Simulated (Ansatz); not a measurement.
# CH7BGaNSe: the cost of one run

Computed with Ansatz 0.2.0, Gaussian basis. Level: one geometry, several basis sets.

Plan: PBE0-D4/def2-SVP; ωB97M-V/def2-SVP; PBE0-D4/def2-QZVPP; ωB97M-V/def2-QZVPP; the functionals' def2-TZVPP values are taken from earlier runs.

## Step 1: Structure used throughout

All runs share one geometry, relaxed beforehand with PBE0-D4 in a triple-zeta def2 set.

SMILES `C[Se][B](N)[GaH2]`, 12 atoms, charge 0, spin multiplicity 1.

Atoms are counted from 1 here; the program's logs count them from 0.

Bond lengths: C1–Se2 1.950 Å, C1–H6 1.087 Å, C1–H7 1.087 Å, C1–H8 1.089 Å, Se2–B3 1.950 Å, B3–N4 1.398 Å, B3–Ga5 2.102 Å, N4–H9 1.006 Å, N4–H10 1.009 Å, Ga5–H11 1.576 Å, Ga5–H12 1.587 Å. Angles: Se2–C1–H6 110.5°, Se2–C1–H7 110.5°, Se2–C1–H8 106.3°, H6–C1–H7 110.3°, H6–C1–H8 109.6°, H7–C1–H8 109.6°, C1–Se2–B3 102.0°, Se2–B3–N4 117.4°, Se2–B3–Ga5 125.6°, N4–B3–Ga5 117.0°, B3–N4–H9 122.2°, B3–N4–H10 124.5°, H9–N4–H10 113.3°, B3–Ga5–H11 126.7°, B3–Ga5–H12 117.9°, H11–Ga5–H12 115.4°.

## Step 2: PBE0-D4 in def2-SVP

in.yaml

```yaml
crystal:
  periodic: [false, false, false]
  atoms:
    - {symbol: C, position_ang: [-1.734221, -0.852318, 1.139512]}
    - {symbol: Se, position_ang: [-0.055298, -0.110687, 1.797017]}
    - {symbol: B, position_ang: [0.846972, 0.383449, 0.140273]}
    - {symbol: N, position_ang: [2.114363, 0.962647, 0.247443]}
    - {symbol: Ga, position_ang: [0.077821, 0.120122, -1.798523]}
    - {symbol: H, position_ang: [-2.292637, -0.099492, 0.588932]}
    - {symbol: H, position_ang: [-1.546639, -1.718691, 0.510261]}
    - {symbol: H, position_ang: [-2.300044, -1.155701, 2.018721]}
    - {symbol: H, position_ang: [2.644260, 1.244770, -0.559578]}
    - {symbol: H, position_ang: [2.589776, 1.140715, 1.118876]}
    - {symbol: H, position_ang: [-1.317441, -0.504458, -2.181692]}
    - {symbol: H, position_ang: [0.973088, 0.589656, -3.021241]}
basis:
  gaussian: {orbitals: def2-SVP}
hamiltonian: {xc: pbe0, dispersion: d4}
output: {orbitals: {seedname: orbitals}}
```

Run with:

```console
> ansatz run in.yaml --threads 2 --pin off --events-out ev --progress --plain --max-ram 22528MiB --backend cpu
```

What time and memory should one allow on 2 threads of AMD EPYC 7R13, shared host?

About 3.2 s, with a peak of 0.47 GiB.
